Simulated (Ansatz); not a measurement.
# CH7BO2Si: small, medium and large basis sets

One table from this session's results is given with a row withheld; the runs are named, their logs left out.

Program: Ansatz 0.2.0, Gaussian basis. Level of theory: one geometry, several basis sets. These are calculated values, not measurements.

Levels to be run: PBE0-D4/def2-SVP; ωB97M-V/def2-SVP; PBE0-D4/def2-QZVPP; ωB97M-V/def2-QZVPP; the functionals' def2-TZVPP values are taken from earlier runs.

## The relaxed structure

An earlier PBE0-D4 in a triple-zeta def2 set relaxation fixed the geometry.

SMILES `BOC(O)[SiH3]`, 12 atoms, charge 0, spin multiplicity 1.

Atoms are counted from 1 here; the program's logs count them from 0.

Bond lengths: B1–O2 1.343 Å, B1–H6 1.204 Å, B1–H7 1.195 Å, O2–C3 1.429 Å, C3–O4 1.388 Å, C3–Si5 1.911 Å, C3–H8 1.101 Å, O4–H9 0.963 Å, Si5–H10 1.482 Å, Si5–H11 1.486 Å, Si5–H12 1.485 Å. Angles: O2–B1–H6 119.9°, O2–B1–H7 117.2°, H6–B1–H7 122.9°, B1–O2–C3 121.9°, O2–C3–O4 110.1°, O2–C3–Si5 108.7°, O2–C3–H8 107.5°, O4–C3–Si5 107.8°, O4–C3–H8 111.5°, Si5–C3–H8 111.1°, C3–O4–H9 109.4°, C3–Si5–H10 109.3°, C3–Si5–H11 107.8°, C3–Si5–H12 109.0°, H10–Si5–H11 110.4°, H10–Si5–H12 110.7°, H11–Si5–H12 109.6°.

The first run:

The input, in.yaml:

```yaml
crystal:
  periodic: [false, false, false]
  atoms:
    - {symbol: B, position_ang: [-0.256650, 1.747867, 1.173345]}
    - {symbol: O, position_ang: [-0.126074, 1.106043, 0.000944]}
    - {symbol: C, position_ang: [-0.410409, -0.287664, -0.133437]}
    - {symbol: O, position_ang: [-1.400632, -0.483215, -1.085962]}
    - {symbol: Si, position_ang: [1.166809, -1.180705, -0.737623]}
    - {symbol: H, position_ang: [-0.655292, 1.153679, 2.141479]}
    - {symbol: H, position_ang: [0.029977, 2.908027, 1.195226]}
    - {symbol: H, position_ang: [-0.722639, -0.658888, 0.855006]}
    - {symbol: H, position_ang: [-2.238840, -0.148954, -0.749348]}
    - {symbol: H, position_ang: [1.553950, -0.646518, -2.064683]}
    - {symbol: H, position_ang: [2.241465, -0.926733, 0.256180]}
    - {symbol: H, position_ang: [0.895434, -2.638140, -0.817228]}
basis:
  gaussian: {orbitals: def2-SVP}
hamiltonian: {xc: pbe0, dispersion: d4}
output: {orbitals: {seedname: orbitals}}
```

On the command line:

```bash
$ ansatz run in.yaml --threads 4 --pin off --events-out ev --progress --plain --max-ram 10444MiB
```

Steps of the session up to this table: PBE0-D4 in def2-SVP; ωB97M-V in def2-SVP; PBE0-D4 in def2-QZVPP; ωB97M-V in def2-QZVPP.

One of the session's tables, all rows but one given; the rest of the session is left out.

It belongs to the step «Density functionals: the series». 

```
functional       basis  HOMO (eV)
   PBE0-D4    def2-SVP          ?
   PBE0-D4  def2-TZVPP      -8.39
   PBE0-D4  def2-QZVPP      -8.42
   ωB97M-V    def2-SVP     -10.64
   ωB97M-V  def2-TZVPP     -10.73
   ωB97M-V  def2-QZVPP     -10.75
```

Estimate the missing values for PBE0-D4, def2-SVP.

**Answer.** HOMO (eV): -8.32. In the column «HOMO (eV)» it is the highest.
